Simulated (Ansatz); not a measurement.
**InSb₃: a line through an energy map**

Aim: follow the energy of InSb3 (Pm-3m, No. 221; 4 atoms in the cell) along one coordinate, equal engineering shear yz, xz and xy, with the other held at equal normal strain along x, y and z = 2 %.

Program: Ansatz 0.2.0. Level of theory: DFT PBEsol, scalar-relativistic, plane waves, PAW. These are calculated values, not measurements.

17 further runs of the same task are left out: 1 that didn't finish, 16 set aside as unsound or not needed.

### 1 The system as given

It takes space group Pm-3m (No. 221, cubic). Conventional cell: a = 4.728 Å, b = 4.728 Å, c = 4.728 Å, α = 90.00°, β = 90.00°, γ = 90.00°. In (site symmetry m-3m) is surrounded by 12 Sb at 3.34 Å. Sb (site symmetry 4/mmm) is surrounded by 4 In at 3.34 Å and 8 Sb at 3.34 Å.

As a file:

```cif
data_structure
_symmetry_space_group_name_H-M 'P 1'
_symmetry_Int_Tables_number 1
_cell_length_a 4.7285
_cell_length_b 4.7285
_cell_length_c 4.7285
_cell_angle_alpha 90.000
_cell_angle_beta 90.000
_cell_angle_gamma 90.000
_cell_volume 105.72
loop_
_atom_site_label
_atom_site_type_symbol
_atom_site_fract_x
_atom_site_fract_y
_atom_site_fract_z
_atom_site_occupancy
In1 In 0.00000 0.00000 0.00000 1
Sb1 Sb 0.50000 0.00000 0.50000 1
Sb2 Sb 0.00000 0.50000 0.50000 1
Sb3 Sb 0.50000 0.50000 0.00000 1
```

It goes back to an entry of the Materials Project, which need not be the stable form.

It is the result of an earlier relaxation at this level (volume 26.43 Å³/atom; gap on the mesh: none (metal)).

### 2 Plan of the line

The energy is mapped over two homogeneous strains (x along [1 0 0], y along [0 1 0], z along [0 0 1] of the conventional cell).

- equal engineering shear yz, xz and xy: 7 values from −7.00 to 7.00 %
- equal normal strain along x, y and z: 7 values from −3 to 3 %

Nothing else is relaxed (symmetry fixes all fractional coordinates). Energies count from the relaxed crystal. Points are written as (first, second).

### 3 Point (−7.00 %, 2 %)

input.yaml

```yaml
crystal:
  lattice:
    - [4.8230315525, -0.1654961807, -0.1654961807]
    - [-0.1654961807, 4.8230315525, -0.1654961807]
    - [-0.1654961807, -0.1654961807, 4.8230315525]
  atoms:
    - { symbol: In, position: [0.0, 0.0, 0.0] }
    - { symbol: Sb, position: [0.5, 0.0, 0.5] }
    - { symbol: Sb, position: [0.0, 0.5, 0.5] }
    - { symbol: Sb, position: [0.5, 0.5, 0.0] }
basis:
  ecutwfc: 420
kpoints:
  mp_grid: { grid: [8, 8, 8] }
hamiltonian:
  xc: pbesol
  pseudopotentials: { kind: paw, azcp: { folder: soft_1 } }
scf:
  occupations: { method: gaussian, width: 0.15 }
output:
  forces: true
  stress: true
  eigenvalues: true
```

Run with:

```
$ ansatz run input.yaml --threads 2 --pin off --max-ram 4096MiB --backend cpu --events-out ev --progress --plain --runs-dir out
```

Further runs follow: the other points of the line.

What does the calculation give? Wanted: for each run, equal engineering shear yz, xz and xy; energy; slope; pressure.

**Answer**, as computed:

```
equal engineering shear yz, xz and xy (%)  step  energy (meV/atom)  slope (meV/atom per %)  pressure (GPa)
                                    −7.00     3               29.5                    −2.7           −2.58
                                    −4.67     4               23.7                    −2.4           −2.87
                                    −2.33     5               18.5                    −1.8           −3.02
                                     0.00     6               16.2                     0.0           −3.06
                                     2.33     7               18.4                     1.8           −3.01
                                     4.67     8               24.5                     3.3           −2.79
                                     7.00     –               33.6                     4.4           −2.45
```

Energies count from the relaxed crystal. Rows without a step come from runs not printed here or follow by symmetry. Slopes come from the forces (and the stress, where the cell changes), not from differences of energies.

**Reading.** The lowest point of the line is at 0.00 %, 16.2 meV/atom from the zero. A fit to energies and slopes at the lowest point and its two neighbours puts the minimum at 0.000 %, with a curvature of about 0.85 meV/atom per %². Divided by the reference volume, that is a stiffness of about 51 GPa for this pattern of strain. The highest point computed, at 7.00 %, lies 17.3 meV/atom above the lowest. This is one cut through a surface in two coordinates; the map's lowest point lies off it. Spin-orbit coupling is left out for Sb.
